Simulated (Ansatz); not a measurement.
# C5H3NO: the cost of one run

Computed with Ansatz 0.2.0 (the levels named in each step, unless a step's input says otherwise).

### Step 1. The system as given

Bond lengths: N1–C2 1.146 Å, C2–C3 1.404 Å, C3–C4 1.427 Å, C4–C5 1.358 Å, C5–O6 1.345 Å, C3–C7 1.372 Å, O6–C7 1.334 Å, C4–H8 1.070 Å, C5–H9 1.072 Å, C7–H10 1.072 Å. Angles: N1–C2–C3 179.2°, C2–C3–C4 126.9°, C2–C3–C7 127.4°, C4–C3–C7 105.7°, C3–C4–C5 105.4°, C3–C4–H8 126.5°, C5–C4–H8 128.0°, C4–C5–O6 110.9°, C4–C5–H9 131.7°, O6–C5–H9 117.4°, C5–O6–C7 107.6°, C3–C7–O6 110.3°, C3–C7–H10 131.3°, O6–C7–H10 118.4°.

As a file:

```xyz
10

N     2.8671   -0.2758   -0.1635
C     1.7286   -0.1631   -0.0975
C     0.3322   -0.0438   -0.0197
C    -0.6229   -1.1026   -0.0833
C    -1.8353   -0.5033    0.0346
O    -1.7024    0.8286    0.1643
C    -0.3985    1.1076    0.1321
H    -0.4111   -2.1453   -0.1978
H    -2.8302   -0.9019    0.0423
H    -0.0944    2.1319    0.2223
```

### Step 2. A rough first relaxation, PBE-D4/def2-SVP

This run stands in another session on the same molecule. It ended at:

```xyz
10

N     2.9249   -0.2633   -0.1649
C     1.7570   -0.1601   -0.0993
C     0.3407   -0.0495   -0.0216
C    -0.6296   -1.1205   -0.0835
C    -1.8538   -0.5168    0.0347
O    -1.7121    0.8368    0.1651
C    -0.3907    1.1175    0.1331
H    -0.4196   -2.1881   -0.2014
H    -2.8817   -0.8925    0.0445
H    -0.1019    2.1688    0.2271
```

### Step 3. Relaxation, HF/STO-3G

Input file input.yaml:

```yaml
crystal:
  periodic: [false, false, false]
  atoms:
    - { symbol: "N", position_ang: [2.92491364, -0.26330292, -0.16491313] }
    - { symbol: C, position_ang: [1.75695153, -0.16010097, -0.09934186] }
    - { symbol: C, position_ang: [0.3406747, -0.04954118, -0.02160461] }
    - { symbol: C, position_ang: [-0.62960777, -1.12047075, -0.08345682] }
    - { symbol: C, position_ang: [-1.85375816, -0.51683165, 0.03471104] }
    - { symbol: O, position_ang: [-1.7120518, 0.83679209, 0.16510386] }
    - { symbol: C, position_ang: [-0.39073532, 1.1174515, 0.13314417] }
    - { symbol: H, position_ang: [-0.41961757, -2.18807829, -0.2014266] }
    - { symbol: H, position_ang: [-2.88167077, -0.89251507, 0.04454856] }
    - { symbol: H, position_ang: [-0.10194847, 2.16882724, 0.2270754] }
basis:
  gaussian: { orbitals: STO-3G }
hamiltonian:
  xc: hf
relax:
  f_tol: 0.002
  max_steps: 150
```

The run is started by

```
> ansatz run input.yaml --threads 4 --pin off --max-ram 10240MiB --backend cpu --events-out ev --progress --plain --runs-dir out
```

**Question.** How long does this run take on 4 threads of Intel Xeon at 2.50GHz (Skylake/Cascade Lake), shared host, and how much memory does it need?

About 9 s, with a peak of 0.12 GiB.
